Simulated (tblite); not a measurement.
# C3H9NO2Si2: the cost of one run

The runs use tblite 0.8.0 and PySCF 2.14.0, with density-fitted response routines of our own; the level of theory stands in each step. All values are computed, except where a source is named. Atoms count from 0, in the outputs and in this text.

## (1) The molecule as given

17 atoms, charge 0, multiplicity 1; geometry from: force field or distance geometry start.

Bonds of the start (Å): N0–C1 1.15, C1–Si2 1.84, Si2–Si3 2.21, Si2–O4 1.70, O4–C5 1.37, C5–C6 1.54, C6–O7 1.40, Si2–H8 1.48, Si3–H9 1.49, Si3–H10 1.48, Si3–H11 1.48, C5–H12 1.10, C5–H13 1.11, C6–H14 1.12, C6–H15 1.10, O7–H16 1.00.

## (2) Optimising the geometry with GFN2-xTB

What the job is given:

```
{"job": {"kind": "relax", "xc": "GFN2-xTB", "basis": "xTB"}, "charge": 0, "multiplicity": 1}
N     -1.928500     2.759600    -1.021100
C     -1.695100     1.638800    -0.951000
Si    -1.306000    -0.146800    -0.785000
Si    -2.512400    -1.114800     0.800000
O      0.353600    -0.425200    -0.578400
C      1.014900     0.564000     0.099600
C      2.507900     0.214400     0.221400
O      2.624000    -0.989600     0.916400
H     -1.681400    -0.737300    -2.085900
H     -1.576000    -1.760800     1.756300
H     -3.468600    -2.093900     0.236500
H     -3.294300    -0.075800     1.515900
H      0.896900     1.546000    -0.388200
H      0.578500     0.660200     1.116000
H      2.851900     0.066300    -0.831600
H      3.041900     1.018400     0.753200
H      3.585700    -1.111300     1.164600
```

Run with:

```console
$ OMP_NUM_THREADS=1 python probes_run.py task.json out
```

The driver reads the jobs from task.json and runs them one after another.

Q: Estimate the wall time and peak memory of this first job on 1 thread of Arm Neoverse V1, shared host.

About 1.8 s, with a peak of 0.18 GiB.
